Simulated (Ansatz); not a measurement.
Write a Python script for the Ansatz DFT code, driven from Python that makes a single point of Cs₂CuF₆, space group Fm-3m. Use: r2SCAN, PAW, the default cutoff (500 eV here), 5×5×5 k-points, cold smearing of 0.1 eV.

```xyz
9
Lattice="0.0000 4.4365 4.4365 4.4365 0.0000 4.4365 4.4365 4.4365 0.0000" Properties=species:S:1:pos:R:3 pbc="T T T"
Cs    2.2183    2.2183    2.2183
Cs    6.6548    6.6548    6.6548
Cu    0.0000    0.0000    0.0000
F     4.4365    4.4365    1.7657
F     4.4365    4.4365    7.1073
F     1.7657    4.4365    4.4365
F     4.4365    1.7657    4.4365
F     7.1073    4.4365    4.4365
F     4.4365    7.1073    4.4365
```

`scf.py`:
```python
# -*- coding: utf-8 -*-
import sys

import ansatz as az
import numpy as np


def main():
    system = (
        az.Lattice.fcc(8.87303)
        .space_group(225)
        .atom('Cs', (0.25, 0.75, 0.75))
        .atom('Cu', (0.0, 0.0, 0.0))
        .atom('F', (0.5, 0.0, 0.699))
        .primitive()
    )

    calculation = (
        system.calculation()
        .occupations('cold')
        .kpoints(5, 5, 5)
        .functional('r2scan')
        .compute(density=True, band_table=True)
    )
    try:
        outcome = calculation.run(threads=1, backend='cpu')
    except az.NonConvergedError as error:
        sys.exit(f'no convergence: {error}')
    except az.RefusalError as error:
        sys.exit(f'input refused: {error}')
    rep = outcome.report

    n_atoms = len(rep['lattice']['sites'])
    print('F =', round(rep['free_energy_ev'], 4), 'eV for', n_atoms, 'atoms')
    print('E(sigma -> 0) =', round(rep['energy_sigma0_ev'], 4), 'eV, TS =', round(rep['entropy_ts_ev'], 5), 'eV')
    print('closed by', rep['closed_by'], 'after', rep['n_iterations'], 'iterations')

    rho = outcome.density()
    total = sum(ch.density_e_per_ang3 for ch in rho.channels[:2]) if len(rho.channels) < 3 else rho.channels[0].density_e_per_ang3
    print('grid', rho.dims, 'electrons', round(float(total.mean() * rho.cell_volume_ang3), 4))
    print(f'density range {total.min():.4f} to {total.max():.4f} e/A^3')
    print(np.array2string(total[:: max(rho.dims[0] // 8, 1), :: max(rho.dims[1] // 8, 1), 0], precision=3, suppress_small=True))

    used = rep['setup']
    print('cutoffs (eV):', used['ecut_ev'], used['ecutrho_ev'], ' FFT grid:', used['fft_dense'])
    print('cell volume {:.3f} A^3, {} symmetry operations'.format(used['cell_volume_ang3'], used['n_sym_ops']))

    print(calculation.to_yaml())

    fermi = rep['fermi_energy_ev']
    print('levels less the Fermi level (eV) at the first k-points')
    for k, levels in list(zip(rep['kpoints_frac'], rep['eigenvalues_ev']))[:6]:
        print('k = ({:.3f}, {:.3f}, {:.3f})'.format(*k))
        print('   ', ' '.join(f'{e - fermi:.3f}' for e in levels))

    edges = rep.get('band_edges_ev')
    if edges:
        print(f'band edges on the mesh: {edges[0]:.3f} and {edges[1]:.3f} eV, gap {edges[1] - edges[0]:.3f} eV')
    else:
        print('no band edges reported; Fermi level', round(rep['fermi_energy_ev'], 3), 'eV')


if __name__ == '__main__':
    main()
```

```console
$ python scf.py
DeckWarning: basis.ecutwfc = 500 eV, auto-derived from the records' recommended cutoffs: set by Cs (their level for a meta-GGA)
F = -22863.644 eV for 9 atoms
E(sigma -> 0) = -22863.6296 eV, TS = 0.0432 eV
closed by deck_thresholds after 11 iterations
grid (48, 48, 48) electrons 79.0
density range -0.0789 to 69.3759 e/A^3
[[69.376  1.109  0.118  0.026  0.014  0.026  0.118  1.109]
 [ 1.109  0.257  0.082  0.044  0.044  0.082  0.257  1.109]
 [ 0.118  0.082  0.096  0.208  0.096  0.082  0.118  0.257]
 [ 0.026  0.044  0.208  0.208  0.044  0.026  0.082  0.082]
 [ 0.014  0.044  0.096  0.044  0.014  0.044  0.096  0.044]
 [ 0.026  0.082  0.082  0.026  0.044  0.208  0.208  0.044]
 [ 0.118  0.257  0.118  0.082  0.096  0.208  0.096  0.082]
 [ 1.109  1.109  0.257  0.082  0.044  0.044  0.082  0.257]]
cutoffs (eV): 500.0 2000.0  FFT grid: [48, 48, 48]
cell volume 174.645 A^3, 48 symmetry operations
crystal:
  lattice:
    bravais: fcc
    a: 8.87303
  space_group: 225
  atoms:
    - { symbol: Cs, position: [0.25, 0.75, 0.75] }
    - { symbol: Cu, position: [0.0, 0.0, 0.0] }
    - { symbol: F, position: [0.5, 0.0, 0.699] }
  reduce_to_primitive: true
kpoints:
  mp_grid:
    grid: [5, 5, 5]
hamiltonian:
  xc: r2scan
scf:
  occupations:
    method: cold
output:
  write_density: true
  eigenvalues: true

levels less the Fermi level (eV) at the first k-points
k = (0.000, 0.000, 0.000)
    -119.052 -74.793 -74.793 -74.793 -23.962 -23.167 -23.167 -23.167 -23.046 -23.046 -19.274 -19.234 -6.839 -6.839 -6.839 -6.561 -6.561 -6.035 -6.008 -6.008 -6.008 -5.290 -5.290 -5.290 -4.289 -4.289 -4.289 -2.830 -2.830 -2.830 -2.516 -2.516 -2.516 -2.155 -2.155 -2.155 -2.139 -2.139 -2.139 0.092 0.092 6.401 7.532 7.532 8.471 8.471 8.471 10.698 10.698
k = (0.000, 0.000, 0.200)
    -119.052 -74.793 -74.793 -74.793 -23.954 -23.175 -23.166 -23.166 -23.047 -23.047 -19.275 -19.244 -6.766 -6.766 -6.659 -6.578 -6.578 -6.071 -5.988 -5.988 -5.860 -5.380 -5.322 -5.322 -4.395 -4.324 -4.324 -2.840 -2.840 -2.817 -2.643 -2.528 -2.528 -2.270 -2.210 -2.210 -2.153 -2.129 -2.129 0.074 0.074 6.801 7.826 7.826 8.470 8.729 8.729 10.555 10.555
k = (0.000, 0.000, 0.400)
    -119.052 -74.793 -74.793 -74.793 -23.939 -23.188 -23.164 -23.164 -23.050 -23.050 -19.274 -19.262 -6.691 -6.691 -6.505 -6.505 -6.223 -6.040 -6.036 -6.036 -5.719 -5.616 -5.344 -5.344 -4.627 -4.394 -4.394 -2.858 -2.858 -2.796 -2.794 -2.503 -2.503 -2.486 -2.333 -2.333 -2.177 -2.115 -2.115 0.046 0.046 7.529 8.581 8.581 8.688 9.261 9.261 9.980 9.980
k = (0.000, 0.200, 0.200)
    -119.052 -74.793 -74.793 -74.793 -23.951 -23.172 -23.169 -23.169 -23.051 -23.045 -19.275 -19.247 -6.723 -6.723 -6.625 -6.624 -6.561 -6.078 -5.964 -5.964 -5.853 -5.366 -5.366 -5.332 -4.371 -4.364 -4.364 -2.864 -2.820 -2.820 -2.662 -2.545 -2.545 -2.290 -2.226 -2.226 -2.145 -2.145 -2.141 0.038 0.094 6.895 7.727 8.040 8.420 8.907 8.907 10.123 10.545
k = (0.000, 0.200, 0.400)
    -119.052 -74.793 -74.793 -74.793 -23.938 -23.182 -23.168 -23.168 -23.053 -23.047 -19.276 -19.261 -6.678 -6.637 -6.545 -6.504 -6.309 -6.077 -6.004 -5.930 -5.761 -5.514 -5.386 -5.374 -4.555 -4.442 -4.410 -2.881 -2.849 -2.809 -2.745 -2.576 -2.530 -2.465 -2.327 -2.305 -2.167 -2.159 -2.129 0.000 0.077 7.498 8.128 8.257 9.086 9.123 9.445 9.560 10.319
k = (0.000, 0.200, -0.400)
    -119.052 -74.793 -74.793 -74.793 -23.933 -23.186 -23.170 -23.165 -23.052 -23.050 -19.273 -19.269 -6.684 -6.644 -6.466 -6.397 -6.165 -6.075 -6.050 -5.860 -5.761 -5.642 -5.426 -5.369 -4.644 -4.462 -4.442 -2.851 -2.828 -2.803 -2.788 -2.640 -2.515 -2.474 -2.386 -2.370 -2.172 -2.158 -2.134 0.012 0.047 7.781 8.413 8.850 8.867 9.397 9.438 9.824 9.852
no band edges reported; Fermi level 2.611 eV
```
(Warnings from the package without file and line.)

Absolute energies stand on the zero of these potentials, so only differences at equal settings mean something. A total without «per atom» is that of the cell as typed. The cell holds an odd number of electrons and is run without spin, so a magnetic state may lie lower. The mesh is modest for a metal, so energies can be off by several to tens of meV an atom and pressures by half a GPa or more; differences at equal mesh fare better. Only differences from the Fermi energy are physical; the zero of the scale is a convention. Without a Hubbard U or exact exchange, semilocal functionals often make such 3d compounds metallic or too weakly gapped. The fields are valence quantities on the plane-wave grid; their values near the nuclei depend on the potentials. The starting cell is as deposited in a crystallographic database; the results hold for this polymorph, which needn't be the stable one. Gaps and levels are Kohn-Sham values on a finite set of k-points, without spin-orbit coupling.

(A comment or docstring line of the script was reworded after the run, the code is as it ran; lines on the test bed's own set-up are left out of the output.)
